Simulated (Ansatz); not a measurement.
This script for the Python package of Ansatz (0.2.0) starts 3 runs on YZnCuP2, space group P3m1. What input does the engine get in each?

`run_edit.py`:
```python
# -*- coding: utf-8 -*-
"""Editing single keys of the input for YZnCuP2."""

import logging
import sys

import ansatz as az
import pandas as pd

logging.basicConfig(stream=sys.stdout, format="%(name)s: %(message)s")
log = logging.getLogger("ansatz_job")
log.setLevel(logging.INFO)

config = {
    "functional": "pbesol",
    "filling": "methfessel_paxton",
    "mesh": (6, 6, 4),
}


def main():
    cell = (
        az.Lattice.of((3.955486, 0.0, 0.0), (-1.977743, 3.425552, 0.0), (0.0, 0.0, 6.531541))
        .atom("Y", (1 / 3, 2 / 3, 0.984544))
        .atom("Zn", (0.0, 0.0, 0.376507))
        .atom("Cu", (2 / 3, 1 / 3, 0.639507))
        .atom("P", (2 / 3, 1 / 3, 0.256702))
        .atom("P", (0.0, 0.0, 0.74274))
    )

    calc = (
        cell.calculation()
        .functional(config["functional"])
        .occupations(config["filling"])  # smearing steadies the SCF of a metal
        .kpoints(*config["mesh"])
        .band_table()
    )
    typed = calc.input()
    rows = []
    for value in [2, 5, 10]:
        edited = typed.set(az.key.scf.mixing.ndim, value)
        rep = az.Session.from_dict(edited).plan().execute().report
        rows.append((value, rep["free_energy_ev"], rep["n_iterations"], len(rep["eigenvalues_ev"][0]) if "eigenvalues_ev" in rep else 0))
    print(pd.DataFrame(rows, columns=["history", "F eV", "iterations", "bands listed"]).round(4).to_string(index=False))


if __name__ == "__main__":
    main()
```

Run 1:
```yaml
crystal:
  lattice:
    - [3.955486, 0.0, 0.0]
    - [-1.977743, 3.425552, 0.0]
    - [0.0, 0.0, 6.531541]
  atoms:
    - { symbol: "Y", position: [0.3333333333333333, 0.6666666666666666, 0.984544] }
    - { symbol: Zn, position: [0.0, 0.0, 0.376507] }
    - { symbol: Cu, position: [0.6666666666666666, 0.3333333333333333, 0.639507] }
    - { symbol: P, position: [0.6666666666666666, 0.3333333333333333, 0.256702] }
    - { symbol: P, position: [0.0, 0.0, 0.74274] }
kpoints:
  mp_grid:
    grid: [6, 6, 4]
hamiltonian:
  xc: pbesol
scf:
  occupations:
    method: methfessel_paxton
  mixing:
    ndim: 2
output:
  eigenvalues: true
```

Run 2, against run 1:
```diff
-    ndim: 2
+    ndim: 5
```

Run 3, against run 1:
```diff
-    ndim: 2
+    ndim: 10
```

`python run_edit.py` gives:
```text
DeckWarning: basis.ecutwfc = 420 eV, auto-derived from the records' recommended cutoffs: set by Y (normal level)
 history        F eV  iterations  bands listed
       2 -15148.8876          13            32
       5 -15148.8876           9            32
      10 -15148.8876           8            32
```
(Warnings from the package without file and line, repeats left out.)

What to keep in mind:
- Absolute energies stand on the zero of these potentials, so only differences at equal settings mean something. A total without «per atom» is that of the cell as typed.
- The mesh is modest for a metal, so energies can be off by several to tens of meV an atom and pressures by half a GPa or more; differences at equal mesh fare better.
- This cell is a computed structure, which may not be the phase found in nature.
- The whole script took 27 s on 1 thread of Arm Neoverse V1, on a shared host, peak memory 0.49 GiB.
